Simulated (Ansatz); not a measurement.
**H₈N₂O₂Si₂: up Jacob's ladder to CCSD(T)**

One table from this session's results is given with a row withheld; the runs are named, their logs left out.

Program: Ansatz 0.2.0, Gaussian basis. Level of theory: functionals in def2-TZVPP, the program's frozen cores in correlated methods. These are calculated values, not measurements.

Plan: PBE-D4, r2SCAN-D4, PBE0-D4, B3LYP-D4, ωB97X-V, ωB97M-V, B2PLYP; CCSD(T)/def2-TZVPP; MP2/def2-QZVPP; extrapolation to the limit.

**The geometry**

An earlier PBE0-D4 in a triple-zeta def2 set relaxation fixed the geometry.

SMILES `N[Si@H](O)[Si@H](N)O`, 14 atoms, charge 0, spin multiplicity 1.

Atoms are counted from 1 here; the program's logs count them from 0.

Bond lengths: N1–Si2 1.715 Å, N1–H7 1.008 Å, N1–H8 1.007 Å, Si2–O3 1.658 Å, Si2–Si4 2.349 Å, Si2–H9 1.482 Å, O3–H10 0.958 Å, Si4–N5 1.720 Å, Si4–O6 1.656 Å, Si4–H11 1.495 Å, N5–H12 1.008 Å, N5–H13 1.008 Å, O6–H14 0.958 Å. Angles: Si2–N1–H7 119.8°, Si2–N1–H8 122.4°, H7–N1–H8 112.0°, N1–Si2–O3 117.0°, N1–Si2–Si4 103.2°, N1–Si2–H9 107.7°, O3–Si2–Si4 111.2°, O3–Si2–H9 102.4°, Si4–Si2–H9 115.9°, Si2–O3–H10 117.0°, Si2–Si4–N5 107.0°, Si2–Si4–O6 106.4°, Si2–Si4–H11 114.5°, N5–Si4–O6 117.2°, N5–Si4–H11 103.5°, O6–Si4–H11 108.6°, Si4–N5–H12 121.4°, Si4–N5–H13 119.8° and more.

The first run:

in.yaml

```yaml
crystal:
  periodic: [false, false, false]
  atoms:
    - {symbol: N, position_ang: [-1.739155, -1.063420, -0.235398]}
    - {symbol: Si, position_ang: [-1.246794, 0.479754, 0.329164]}
    - {symbol: O, position_ang: [-1.868154, 1.801540, -0.456522]}
    - {symbol: Si, position_ang: [1.092615, 0.399961, 0.137044]}
    - {symbol: N, position_ang: [1.494645, -1.159613, -0.468114]}
    - {symbol: O, position_ang: [1.697356, 0.816125, 1.620926]}
    - {symbol: H, position_ang: [-1.242466, -1.500750, -0.995134]}
    - {symbol: H, position_ang: [-2.693178, -1.381548, -0.175637]}
    - {symbol: H, position_ang: [-1.777732, 0.648324, 1.702046]}
    - {symbol: H, position_ang: [-1.548883, 1.970704, -1.343982]}
    - {symbol: H, position_ang: [1.662617, 1.328611, -0.886833]}
    - {symbol: H, position_ang: [2.378133, -1.336860, -0.918772]}
    - {symbol: H, position_ang: [1.151819, -1.983162, 0.001954]}
    - {symbol: H, position_ang: [2.639178, 0.980332, 1.689250]}
basis:
  gaussian: {orbitals: def2-TZVPP}
hamiltonian: {xc: pbe, dispersion: d4}
output: {forces: true, orbitals: {seedname: orbitals}}
```

Run with:

```sh
> ansatz run in.yaml --threads 2 --pin off --events-out ev --progress --plain --max-ram 32768MiB --backend cuda --devices 0, --max-vram 18GiB
```

Steps of the session up to this table: PBE-D4 (GGA); r2SCAN-D4 (meta-GGA); PBE0-D4 (hybrid); B3LYP-D4 (hybrid); ωB97X-V (range-separated); ωB97M-V (range-separated); B2PLYP (double hybrid); CCSD(T) in def2-TZVPP; MP2 in def2-QZVPP.

One of the session's tables, all rows but one given; the rest of the session is left out.

```
            method  atomisation energy (kJ/mol)
            PBE-D4                       5099.8
         r2SCAN-D4                       5020.5
           PBE0-D4                       4990.5
          B3LYP-D4                       5042.6
           ωB97X-V                       5069.8
           ωB97M-V                       5062.6
            B2PLYP                            ?
     HF/def2-TZVPP                       3475.2
    MP2/def2-TZVPP                       4969.4
   CCSD/def2-TZVPP                       4810.2
CCSD(T)/def2-TZVPP                       4886.3
           MP2/CBS                       5146.5
       CCSD(T)/CBS                       5063.3
```

Q: Estimate the row for B2PLYP from the others.

As computed: atomisation energy (kJ/mol): 4980.0. In the column «atomisation energy (kJ/mol)» it lies between MP2/def2-TZVPP (4969.4) and PBE0-D4 (4990.5).

To keep in mind: Free atoms (2 N, 2 Si, 2 O, 8 H) were run apart at each level; the atomisation energy is their sum less the molecule, without zero-point or spin-orbit terms.
